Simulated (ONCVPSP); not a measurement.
**Copper: generating and testing an ONCV potential**

Task: generate the file, and judge it by its errors in other configurations, its logarithmic derivatives, its ghosts and its cutoff.

Program: ONCVPSP 4.0.1. Reference atom: PBEsol, scalar-relativistic, spherical and spin-unpolarised. All values are calculated.

## (1) The atom and the settings

The settings as typed:

| Item | Value |
| --- | --- |
| element | copper (Cu, Z = 29) |
| type | optimised norm-conserving Vanderbilt (ONCV) |
| frozen core | [Ne] |
| valence charge | 19 |
| reference configuration | 3s2 3p6 3d10 4s0.75 4p0.25 |
| partial waves | 3s+4s: rc 1.25 bohr, ncon 4, nbas 8, qcut 12.7 1/bohr, 2 projectors; 3p+4p: rc 1.10 bohr, ncon 4, nbas 9, qcut 11.6 1/bohr, 2 projectors; 3d: rc 1.25 bohr, ncon 3, nbas 8, qcut 13.9 1/bohr, 3 projectors, debl 0.6 Ha |
| local potential | polynomial inside 1.00 bohr (lpopt 4, dvloc0 4 Ha) |
| core correction | Teter function, fcfact 3.5, rcfact 1.1 |

The nodes and maxima of the atom's own shells, from an earlier all-electron run, set the scale for the radii.

All-electron outer shells of the reference configuration (PBEsol, scalar-relativistic, ld1.x):

```tsv
shell	level (eV)	outermost node (bohr)	outermost maximum (bohr)
2s	-1062.00	0.07	0.20
2p	-916.98	–	0.16
3s	-115.00	0.29	0.61
3p	-72.60	0.26	0.62
3d	-5.66	–	0.60
4s	-5.04	0.89	2.24
4p	-0.96	0.97	3.52
```

## (2) Generating the potential

Cu.dat

```
# ATOM AND REFERENCE CONFIGURATION
# atsym  z   nc   nv     iexc    psfile
  Cu 29.00    3    5  -116133      upf
#
#   n    l    f
    1    0    2.00
    2    0    2.00
    2    1    6.00
    3    0    2.00
    3    1    6.00
    3    2   10.00
    4    0    0.75
    4    1    0.25
#
# PSEUDOPOTENTIAL AND OPTIMIZATION
# lmax
    2
#
#   l,   rc,      ep,       ncon, nbas, qcut
    0    1.25    0.00    4    8   12.70
    1    1.10    0.00    4    9   11.60
    2    1.25    0.00    3    8   13.90
#
# LOCAL POTENTIAL
# lloc, lpopt,  rc(5),   dvloc0
    4    4    1.00    4.00
#
# VANDERBILT-KLEINMAN-BYLANDER PROJECTORs
# l, nproj, debl
    0    2    1.70
    1    2    3.20
    2    3    0.60
#
# MODEL CORE CHARGE
# icmod, fcfact, rcfact
    3    3.50    1.10
#
# LOG DERIVATIVE ANALYSIS
# epsh1, epsh2, depsh
   -6.00    5.00    0.04
#
# OUTPUT GRID
# rlmax, drl
    6.00    0.01
#
# TEST CONFIGURATIONS
# ncnf
    4
# nvcnf
#   n    l    f
    5
    3    0    2.00
    3    1    6.00
    3    2   10.00
    4    0    1.00
    4    1    0.00
#
    5
    3    0    2.00
    3    1    6.00
    3    2   10.00
    4    0    0.00
    4    1    0.00
#
    5
    3    0    2.00
    3    1    6.00
    3    2    9.00
    4    0    0.00
    4    1    0.00
#
    5
    3    0    2.00
    3    1    6.00
    3    2    9.00
    4    0    2.00
    4    1    0.00
#
```

On the command line:

```
oncvpsp.x < Cu.dat > Cu.out
```

**Question.** What will these runs give? Wanted: cutoffs for 1 and 0.1 mHa per electron, occupied waves; bound ghosts; GHOST(+) flags; largest test error; largest phase difference near zero energy, channels read; rms error of d²Exc/dn², without and with the model core.

As calculated:

| quantity | value |
| --- | --- |
| cutoffs for 1 and 0.1 mHa per electron, occupied waves | 69 Ha and 78 Ha |
| bound ghosts | none found |
| GHOST(+) flags | none at low energy |
| largest test error (AE − PS) | +11 meV, for 3s2 3p6 3d9 4s2 4p0 (1 test unsolved) |
| largest phase difference near zero energy, channels read | 0.000 rad |
| rms error of d²Exc/dn², without and with the model core | 1.78 and 0.83 mHa |

By total energies transferability is good where solved: the largest error is 11 meV on 1.0 eV, for 3s2 3p6 3d9 4s2 4p0. Of the tests 1 gave no usable energy difference, which is a warning in itself. It counts as very hard, with 69 Ha needed at the looser tolerance. The 3d wave sets it; 3p needs 46 Ha. The program's ghost test flags no bound state. Near zero energy the phases of the channels with partial waves agree within 0.001 rad. These are tests on the free atom; a crystal test is still owed.
